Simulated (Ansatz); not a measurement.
# BiTe under changes of volume

One of the cells (33.855 Å³/atom); the others are scaled copies at fixed shape and fractional positions:

```
Bi Te
1.0
     0.00000    3.23500    3.23500
     3.23500    0.00000    3.23500
     3.23500    3.23500    0.00000
Bi Te
1 1
Cartesian
  0.0000 0.0000 0.0000
  3.2350 3.2350 3.2350
```

| Property | Result |
| --- | --- |
| Program | Ansatz 0.2.0 |
| Functional | LDA |
| Potentials or basis | Ansatz PAW |
| Cutoff | 420 eV (not typed: the program's choice for these potentials) |
| k mesh | 7 × 7 × 7 |
| Occupations | fermi-dirac, width 0.05 eV |
| Spin | no spin polarisation |

```tsv
volume (Å³/atom)	energy over the lowest point (meV/atom)	pressure (GPa)
31.824	0.00	0.5
32.501	0.42	-0.7
33.178	5.48	-1.7
33.855	14.66	-2.7
34.532	27.57	-3.5
35.209	43.79	-4.2
35.886	?	?
```

Problem. What does the run at 35.886 Å³/atom give?

Solution. Energy over the lowest point 62.97 meV/atom; pressure -4.9 GPa.

Worked out: A Birch-Murnaghan fit of order 3 (a polynomial in V^(-2/3)) to the other rows has its minimum at 32.10 Å³/atom with B0 = V·E''(V) = 55 GPa and B' = 4.3. It gives 62.99 meV/atom at 35.886 Å³/atom, against the run's 62.97, and -dE/dV = -4.9 GPa, against -4.9.

Energies are extrapolated to zero smearing.

Caveats: the PAW data sets come from PBE, with cores solved anew for the run's functional, which leaves a small shift of forces and pressure.
